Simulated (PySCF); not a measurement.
# [Gd(H2O)6]3+: forces at shaken geometries

How stiff is [Gd(H2O)6]3+? Its atoms are displaced at random by several amounts. It is a constructed species; whether it can be made isn't addressed.

Program: PySCF 2.14.0. Level of theory: TPSS, Gd lcecp-1-SVP with ECP53, O def2-SVP, H def2-SVP; scalar-relativistic core potentials, no spin–orbit coupling. These are calculated values, not measurements.

3 further runs of the same task are left out: 2 for a known fault of the program, 1 that didn't finish.

### Step 1. The starting structure

19 atoms, charge 3, spin multiplicity 1.

Bond lengths: Gd1–O2 2.390 Å, Gd1–O5 2.390 Å, Gd1–O8 2.391 Å, Gd1–O11 2.390 Å, Gd1–O14 2.391 Å, Gd1–O17 2.390 Å, O2–H3 0.986 Å, O2–H4 0.986 Å, O5–H6 0.986 Å, O5–H7 0.986 Å, O8–H9 0.986 Å, O8–H10 0.986 Å, O11–H12 0.986 Å, O11–H13 0.986 Å, O14–H15 0.986 Å, O14–H16 0.986 Å, O17–H18 0.986 Å, O17–H19 0.986 Å. Angles: O2–Gd1–O5 180.0°, O2–Gd1–O8 90.0°, O2–Gd1–O11 90.0°, O2–Gd1–O14 90.0°, O2–Gd1–O17 90.0°, O5–Gd1–O8 90.0°, O5–Gd1–O11 90.0°, O5–Gd1–O14 90.0°, O5–Gd1–O17 90.0°, O8–Gd1–O11 90.0°, O8–Gd1–O14 180.0°, O8–Gd1–O17 90.0°, O11–Gd1–O14 90.0°, O11–Gd1–O17 180.0°, O14–Gd1–O17 90.0°, Gd1–O2–H3 128.1°, Gd1–O2–H4 128.1°, H3–O2–H4 103.9° and more.

Coordinates:

```xyz
19
charge 3, multiplicity 1
Gd    0.0000    0.0000    0.0000
O     0.0000    0.0000    2.3898
H    -0.0010    0.7765    2.9979
H     0.0010   -0.7765    2.9979
O     0.0000    0.0000   -2.3898
H    -0.0010   -0.7765   -2.9979
H     0.0010    0.7765   -2.9979
O     2.3906    0.0000    0.0000
H     2.9989    0.0074    0.7766
H     2.9989   -0.0074   -0.7766
O     0.0000    2.3902    0.0000
H     0.7766    2.9984   -0.0050
H    -0.7766    2.9984    0.0050
O    -2.3906    0.0000    0.0000
H    -2.9989   -0.0074    0.7766
H    -2.9989    0.0074   -0.7766
O     0.0000   -2.3902    0.0000
H    -0.7766   -2.9984   -0.0050
H     0.7766   -2.9984    0.0050
```

Formal oxidation states: Gd +3. Each metal's 7 4f electrons lie in its core potential, so multiplicities, spins and levels count the valence alone. An earlier session relaxed this geometry at TPSS, Gd lcecp-1-SVP with ECP53, O def2-SVP, H def2-SVP (singlet, point group Th).

Its energy there is -493.353095 Eh.

### Step 2. Atoms moved at random, σ = 0.06 Å

Input file run.py (the lines that set the calculation):

```python
mol = gto.M(atom='''
Gd     0.01350    -0.06183     0.00598
O      0.01593    -0.07344     2.43271
H      0.01105     0.77151     3.07341
H     -0.06606    -0.71669     2.97720
O     -0.05151    -0.03568    -2.37830
H      0.02866    -0.71912    -3.08368
H      0.05286     0.72667    -3.10349
O      2.38472     0.03899    -0.03170
H      3.04564    -0.00649     0.76896
H      2.95003     0.04495    -0.68820
O     -0.06911     2.50433    -0.12677
H      0.73366     2.92529    -0.07887
H     -0.73533     2.95380    -0.13360
O     -2.37783     0.06549     0.09512
H     -2.95532    -0.01322     0.79717
H     -3.02246    -0.07358    -0.65484
O      0.01826    -2.40328     0.00826
H     -0.79561    -2.96701     0.01807
H      0.81892    -2.96068     0.10257''',
    basis={'Gd': 'lcecp-1-SVP', 'O': 'def2-SVP', 'H': 'def2-SVP'},
    ecp={'Gd': 'lcecp-1-SVP'},
    charge=3, spin=0)
mf = dft.RKS(mol, xc='TPSS')
mf.grids.atom_grid = (50, 194)  # f atoms: unpruned, at least (60, 302)
mf = mf.density_fit()  # fitting sets: Gd AutoAux, O def2-universal-JKFIT, H def2-universal-JKFIT
mf.conv_tol = 1e-08; mf.max_cycle = 55
mf.kernel(dm0)  # dm0: the density of the relaxed state
```

Command:

```bash
$ OMP_NUM_THREADS=4 python run.py
```

Output:

```text
init E= -493.451099505315
  HOMO = -0.704735827768921  LUMO = -0.491950323840026  gap/eV = 5.79019
cycle= 1 E= -493.230336733525  delta_E= 0.221  |g|= 0.159  |ddm|=  0.6
  HOMO = -0.740809203985055  LUMO = -0.515688718787039  gap/eV = 6.12584
cycle= 2 E= -493.22609948593  delta_E= 0.00424  |g|= 0.224  |ddm|= 0.267
  HOMO = -0.752979344790958  LUMO = -0.516104134904309  gap/eV = 6.44570
cycle= 3 E= -493.23522818068  delta_E= -0.00913  |g|= 0.0429  |ddm|= 0.163
  HOMO = -0.752649558622383  LUMO = -0.51533584167025  gap/eV = 6.45764
cycle= 4 E= -493.235535860012  delta_E= -0.000308  |g|= 0.0113  |ddm|= 0.0317
  HOMO = -0.753807221642697  LUMO = -0.515396217370613  gap/eV = 6.48749
cycle= 5 E= -493.235557914844  delta_E= -2.21e-05  |g|= 0.00313  |ddm|= 0.00879
  HOMO = -0.753168463517656  LUMO = -0.515423817606262  gap/eV = 6.46936
cycle= 6 E= -493.23555975979  delta_E= -1.84e-06  |g|= 0.000429  |ddm|= 0.00251
  HOMO = -0.753171913252137  LUMO = -0.515380887975254  gap/eV = 6.47062
cycle= 7 E= -493.23555980093  delta_E= -4.11e-08  |g|= 0.000147  |ddm|= 0.000494
  HOMO = -0.753185720233222  LUMO = -0.515381590183994  gap/eV = 6.47098
cycle= 8 E= -493.235559804658  delta_E= -3.73e-09  |g|= 4.46e-05  |ddm|= 0.000118
  HOMO = -0.753184114219483  LUMO = -0.51538542408351  gap/eV = 6.47083
Extra cycle  E= -493.23555980406  delta_E= 5.98e-10  |g|= 7.28e-05  |ddm|= 7.84e-05
converged SCF energy = -493.23555980406
```

It took 14 s on 4 threads of Arm Neoverse V1, shared host.

It gives: E = -493.235560 Eh (+3.198 eV from the relaxed state), HOMO -20.50 eV, LUMO -14.02 eV, Mulliken charge on Gd1 +1.29 e, largest force component 12.939 eV/Å. 

| atom | Fx | Fy | Fz (eV/Å) |
| --- | --- | --- | --- |
| Gd1 | -0.296 | 0.936 | -0.030 |
| O2 | 0.910 | 10.164 | -5.183 |
| H3 | 0.049 | -1.961 | -1.644 |
| H4 | -0.960 | -8.149 | 6.616 |
| O5 | 0.568 | 1.852 | -2.627 |
| H6 | -0.145 | -1.057 | 0.514 |
| H7 | -0.386 | -0.815 | 2.239 |
| O8 | -3.620 | -0.259 | 7.977 |
| H9 | -1.441 | 0.128 | -1.172 |
| H10 | 5.172 | 0.123 | -6.763 |
| O11 | 9.632 | -12.939 | 0.067 |
| H12 | 3.271 | 2.798 | 0.160 |
| H13 | -12.764 | 9.549 | -0.142 |
| O14 | 1.887 | -0.191 | -3.788 |
| H15 | -2.434 | -0.152 | 3.789 |
| H16 | 0.565 | 0.261 | -0.035 |
| O17 | -0.399 | 0.581 | 0.066 |
| H18 | 0.485 | -0.306 | -0.009 |
| H19 | -0.096 | -0.564 | -0.032 |

### Step 3. Atoms moved at random, σ = 0.03 Å

Input file run.py (the lines that set the calculation):

```python
mol = gto.M(atom='''
Gd     0.02935     0.00404    -0.00190
O      0.00559     0.00481     2.35134
H     -0.01704     0.78602     3.01731
H      0.05435    -0.78415     3.00354
O      0.03252    -0.00618    -2.35919
H     -0.01775    -0.81093    -3.00566
H     -0.03451     0.81645    -3.01517
O      2.39736    -0.01969     0.04512
H      2.96467     0.02692     0.78673
H      2.95577    -0.01193    -0.81050
O     -0.00930     2.39800    -0.00344
H      0.78473     3.04387    -0.00176
H     -0.79920     3.00547     0.01303
O     -2.38620    -0.00324     0.00531
H     -2.98167    -0.00942     0.73862
H     -3.01296     0.00860    -0.79425
O      0.02011    -2.39938     0.00890
H     -0.75223    -2.97371     0.04016
H      0.76642    -3.07557    -0.01820''',
    basis={'Gd': 'lcecp-1-SVP', 'O': 'def2-SVP', 'H': 'def2-SVP'},
    ecp={'Gd': 'lcecp-1-SVP'},
    charge=3, spin=0)
mf = dft.RKS(mol, xc='TPSS')
mf.grids.atom_grid = (50, 194)  # f atoms: unpruned, at least (60, 302)
mf = mf.density_fit()  # fitting sets: Gd AutoAux, O def2-universal-JKFIT, H def2-universal-JKFIT
mf.conv_tol = 1e-08; mf.max_cycle = 55
mf.kernel(dm0)  # dm0: the density of the relaxed state
```

Command:

```bash
$ OMP_NUM_THREADS=4 python run.py
```

Output:

```text
init E= -493.170850730739
  HOMO = -0.780279292004347  LUMO = -0.529204878775884  gap/eV = 6.83208
cycle= 1 E= -493.332508859757  delta_E= -0.162  |g|= 0.136  |ddm|= 0.263
  HOMO = -0.730471871262837  LUMO = -0.497533498385401  gap/eV = 6.33858
cycle= 2 E= -493.32503872657  delta_E= 0.00747  |g|= 0.244  |ddm|= 0.25
  HOMO = -0.758267344980293  LUMO = -0.499060587707333  gap/eV = 7.05338
cycle= 3 E= -493.33624953706  delta_E= -0.0112  |g|= 0.0186  |ddm|= 0.158
  HOMO = -0.758739291259637  LUMO = -0.500236351879039  gap/eV = 7.03422
cycle= 4 E= -493.336311379971  delta_E= -6.18e-05  |g|= 0.0046  |ddm|= 0.0159
  HOMO = -0.758503882729975  LUMO = -0.500199534841898  gap/eV = 7.02882
cycle= 5 E= -493.336314599149  delta_E= -3.22e-06  |g|= 0.00203  |ddm|= 0.00383
  HOMO = -0.758634970734629  LUMO = -0.50020665227368  gap/eV = 7.03219
cycle= 6 E= -493.336315371054  delta_E= -7.72e-07  |g|= 0.000306  |ddm|= 0.00149
  HOMO = -0.75865219374454  LUMO = -0.500227854507688  gap/eV = 7.03208
cycle= 7 E= -493.336315390974  delta_E= -1.99e-08  |g|= 7.28e-05  |ddm|= 0.000317
  HOMO = -0.758643022366191  LUMO = -0.500225993430831  gap/eV = 7.03189
cycle= 8 E= -493.336315391728  delta_E= -7.54e-10  |g|= 3.71e-05  |ddm|= 6.65e-05
  HOMO = -0.758650819880772  LUMO = -0.50022515698704  gap/eV = 7.03212
Extra cycle  E= -493.336315391137  delta_E= 5.91e-10  |g|= 6.75e-05  |ddm|= 6.67e-05
converged SCF energy = -493.336315391137
```

Run time: 14 s. Hardware: 4 threads of Arm Neoverse V1, shared host.

It gives: E = -493.336315 Eh (+0.457 eV from the relaxed state), HOMO -20.64 eV, LUMO -13.61 eV, Mulliken charge on Gd1 +1.26 e, largest force component 3.505 eV/Å. 

| atom | Fx | Fy | Fz (eV/Å) |
| --- | --- | --- | --- |
| Gd1 | -0.244 | -0.047 | 0.040 |
| O2 | 0.084 | 0.029 | 2.437 |
| H3 | 0.006 | -1.011 | -1.142 |
| H4 | -0.086 | 0.976 | -1.073 |
| O5 | -0.338 | 0.503 | -2.763 |
| H6 | 0.130 | 1.390 | 1.097 |
| H7 | 0.200 | -1.889 | 1.472 |
| O8 | -1.344 | -0.047 | -3.505 |
| H9 | 1.955 | 0.099 | 1.912 |
| H10 | -0.437 | -0.027 | 1.531 |
| O11 | 0.812 | 1.158 | 0.015 |
| H12 | -1.158 | -0.921 | -0.003 |
| H13 | 0.358 | -0.272 | -0.012 |
| O14 | 0.571 | 0.039 | -2.683 |
| H15 | -1.284 | -0.021 | 1.768 |
| H16 | 0.814 | -0.023 | 0.912 |
| O17 | 1.478 | -0.141 | -0.070 |
| H18 | -1.068 | -0.552 | 0.041 |
| H19 | -0.448 | 0.759 | 0.027 |

### Step 4. Atoms moved at random, σ = 0.06 Å

Input file run.py (the lines that set the calculation):

```python
mol = gto.M(atom='''
Gd    -0.02558    -0.06644     0.01069
O      0.03429    -0.01002     2.41941
H      0.05573     0.77467     2.94254
H      0.00361    -0.65626     3.01454
O     -0.04826     0.00720    -2.29987
H      0.04376    -0.77896    -3.06736
H     -0.05340     0.76236    -2.95044
O      2.34695    -0.07013    -0.03959
H      3.05960    -0.01303     0.62842
H      3.03914    -0.03371    -0.76548
O     -0.07084     2.41169     0.00615
H      0.76787     2.95159    -0.09960
H     -0.84679     3.04857     0.06940
O     -2.38229    -0.00745    -0.06440
H     -3.04477     0.09465     0.79790
H     -3.01317     0.04620    -0.75476
O     -0.06926    -2.37982     0.05654
H     -0.62212    -2.99850     0.03354
H      0.82552    -3.08260     0.06237''',
    basis={'Gd': 'lcecp-1-SVP', 'O': 'def2-SVP', 'H': 'def2-SVP'},
    ecp={'Gd': 'lcecp-1-SVP'},
    charge=3, spin=0)
mf = dft.RKS(mol, xc='TPSS')
mf.grids.atom_grid = (50, 194)  # f atoms: unpruned, at least (60, 302)
mf = mf.density_fit()  # fitting sets: Gd AutoAux, O def2-universal-JKFIT, H def2-universal-JKFIT
mf.conv_tol = 1e-08; mf.max_cycle = 55
mf.kernel(dm0)  # dm0: the density of the relaxed state
```

Command:

```bash
$ OMP_NUM_THREADS=4 python run.py
```

Output:

```text
init E= -493.179289479094
  HOMO = -0.752097584817736  LUMO = -0.521736850535577  gap/eV = 6.26843
cycle= 1 E= -493.253990457035  delta_E= -0.0747  |g|= 0.203  |ddm|= 0.54
  HOMO = -0.725279515891317  LUMO = -0.498406962698049  gap/eV = 6.17352
cycle= 2 E= -493.241709125416  delta_E= 0.0123  |g|= 0.333  |ddm|= 0.363
  HOMO = -0.747483806774344  LUMO = -0.50087733202571  gap/eV = 6.71050
cycle= 3 E= -493.26230601285  delta_E= -0.0206  |g|= 0.042  |ddm|= 0.226
  HOMO = -0.746507992248529  LUMO = -0.501514879619639  gap/eV = 6.66660
cycle= 4 E= -493.262603545873  delta_E= -0.000298  |g|= 0.0134  |ddm|= 0.0334
  HOMO = -0.74658605316716  LUMO = -0.501593510676371  gap/eV = 6.66659
cycle= 5 E= -493.262635504801  delta_E= -3.2e-05  |g|= 0.00299  |ddm|= 0.00966
  HOMO = -0.746888327011438  LUMO = -0.501634655898227  gap/eV = 6.67369
cycle= 6 E= -493.262637177743  delta_E= -1.67e-06  |g|= 0.000669  |ddm|= 0.00241
  HOMO = -0.746818961262355  LUMO = -0.501617296952937  gap/eV = 6.67228
cycle= 7 E= -493.262637256182  delta_E= -7.84e-08  |g|= 0.000253  |ddm|= 0.000586
  HOMO = -0.746836500938663  LUMO = -0.50161640843338  gap/eV = 6.67278
cycle= 8 E= -493.262637268208  delta_E= -1.2e-08  |g|= 4.01e-05  |ddm|= 0.000198
  HOMO = -0.746832585963965  LUMO = -0.501618881721852  gap/eV = 6.67260
cycle= 9 E= -493.26263726855  delta_E= -3.42e-10  |g|= 9.23e-06  |ddm|= 4.09e-05
  HOMO = -0.746833726800416  LUMO = -0.501617848147309  gap/eV = 6.67266
Extra cycle  E= -493.262637268524  delta_E= 2.6e-11  |g|= 1.47e-05  |ddm|= 1.61e-05
converged SCF energy = -493.262637268524
```

It took 15 s on 4 threads of Arm Neoverse V1, shared host.

Read off: E = -493.262637 Eh (+2.461 eV from the relaxed state), HOMO -20.32 eV, LUMO -13.65 eV, Mulliken charge on Gd1 +1.28 e, largest force component 11.947 eV/Å. 

| atom | Fx | Fy | Fz (eV/Å) |
| --- | --- | --- | --- |
| Gd1 | -0.123 | 0.783 | 0.333 |
| O2 | 0.117 | 3.527 | -5.732 |
| H3 | 0.090 | 1.982 | 1.117 |
| H4 | -0.231 | -5.457 | 4.631 |
| O5 | 0.449 | -2.191 | -3.777 |
| H6 | -0.333 | 2.028 | 2.694 |
| H7 | -0.092 | 0.165 | 0.615 |
| O8 | 1.629 | 0.169 | -0.854 |
| H9 | -0.355 | -0.032 | 1.469 |
| H10 | -1.155 | -0.107 | -0.609 |
| O11 | 0.120 | 0.075 | -0.032 |
| H12 | -0.959 | -0.091 | 0.139 |
| H13 | 0.935 | -0.390 | -0.093 |
| O14 | -0.637 | 0.332 | 4.816 |
| H15 | 2.094 | -0.393 | -2.469 |
| H16 | -1.600 | 0.065 | -2.251 |
| O17 | 11.947 | 5.504 | 0.301 |
| H18 | -9.276 | -8.814 | -0.329 |
| H19 | -2.621 | 2.846 | 0.033 |

### Step 5. Results

| σ (Å) | energy rise (eV) | harmonic estimate −½ F·u (eV) | largest force component (eV/Å) |
| --- | --- | --- | --- |
| 0.06 | 3.198 | 3.601 | 12.94 |
| 0.03 | 0.457 | 0.455 | 3.51 |
| 0.06 | 2.461 | 2.485 | 11.95 |

Every displacement raises the energy. For a harmonic well the rise equals −½ F·u; the two differ by at most 13 % here (a move with σ = 0.06 Å), from anharmonicity, the grid and the small forces left at the relaxed point. The bases are small and lack diffuse functions. Spin–orbit coupling is left out.
